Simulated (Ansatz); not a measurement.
# CH3Cl3Zr: basis-set convergence

Aim: see how fast density functionals converge with the basis set for CH3Cl3Zr.

Computed with Ansatz 0.2.0, Gaussian basis. Level: one geometry, several basis sets.

Levels to be run: PBE0-D4/def2-SVP; ωB97M-V/def2-SVP; PBE0-D4/def2-QZVPP; ωB97M-V/def2-QZVPP; the functionals' def2-TZVPP values are taken from earlier runs.

## Step 1: The geometry

The geometry comes from an earlier relaxation with PBE0-D4 in a triple-zeta def2 set; it is a stationary point, not always the lowest conformer. Zr takes the def2 core potential; no spin-orbit term is included.

SMILES `[CH3][Zr]([Cl])([Cl])[Cl]`, 8 atoms, charge 0, spin multiplicity 1.

Atoms are counted from 1 here; the program's logs count them from 0.

Bond lengths: C1–Zr2 2.176 Å, C1–H6 1.096 Å, C1–H7 1.096 Å, C1–H8 1.096 Å, Zr2–Cl3 2.329 Å, Zr2–Cl4 2.329 Å, Zr2–Cl5 2.329 Å. Angles: Zr2–C1–H6 110.4°, Zr2–C1–H7 110.4°, Zr2–C1–H8 110.4°, H6–C1–H7 108.5°, H6–C1–H8 108.5°, H7–C1–H8 108.5°, C1–Zr2–Cl3 105.4°, C1–Zr2–Cl4 105.4°, C1–Zr2–Cl5 105.4°, Cl3–Zr2–Cl4 113.2°, Cl3–Zr2–Cl5 113.2°, Cl4–Zr2–Cl5 113.2°.

As a file:

```csv
atom,x (Å),y (Å),z (Å)
C1,-0.9239,-0.1450,0.7145
Zr2,0.7840,0.1231,-0.6063
Cl3,2.5139,-1.1004,0.3605
Cl4,0.1088,-0.7174,-2.6706
Cl5,1.1889,2.4163,-0.6377
H6,-0.6921,0.2263,1.7192
H7,-1.1873,-1.2063,0.7880
H8,-1.7923,0.4035,0.3325
```

## Step 2: PBE0-D4 in def2-SVP

The input, in.yaml:

```yaml
crystal:
  periodic: [false, false, false]
  atoms:
    - {symbol: C, position_ang: [-0.923864, -0.145049, 0.714539]}
    - {symbol: Zr, position_ang: [0.783994, 0.123087, -0.606292]}
    - {symbol: Cl, position_ang: [2.513850, -1.100424, 0.360464]}
    - {symbol: Cl, position_ang: [0.108849, -0.717448, -2.670642]}
    - {symbol: Cl, position_ang: [1.188859, 2.416329, -0.637706]}
    - {symbol: H, position_ang: [-0.692107, 0.226332, 1.719212]}
    - {symbol: H, position_ang: [-1.187284, -1.206290, 0.787953]}
    - {symbol: H, position_ang: [-1.792296, 0.403462, 0.332472]}
basis:
  gaussian: {orbitals: def2-SVP}
hamiltonian: {xc: pbe0, dispersion: d4}
output: {orbitals: {seedname: orbitals}}
```

Run with:

```bash
> ansatz run in.yaml --threads 4 --pin off --events-out ev --progress --plain --max-ram 10444MiB
```

Further steps of the session: ωB97M-V in def2-SVP; PBE0-D4 in def2-QZVPP; ωB97M-V in def2-QZVPP.

Before running them: what should the planned runs give, taken together? Wanted: PBE0-D4: double and triple zeta above quadruple; ωB97M-V: double and triple zeta above quadruple.

**Answer**, as computed:

```
                                       quantity           value
PBE0-D4: double and triple zeta above quadruple  15.57, 1.24 eV
ωB97M-V: double and triple zeta above quadruple  15.44, 1.18 eV
```

**Reading.** For PBE0-D4 the step from double to triple zeta gains 14.33 eV and the next only 1.24 eV. Total energies overstate the basis error of differences, where much of it tends to cancel.
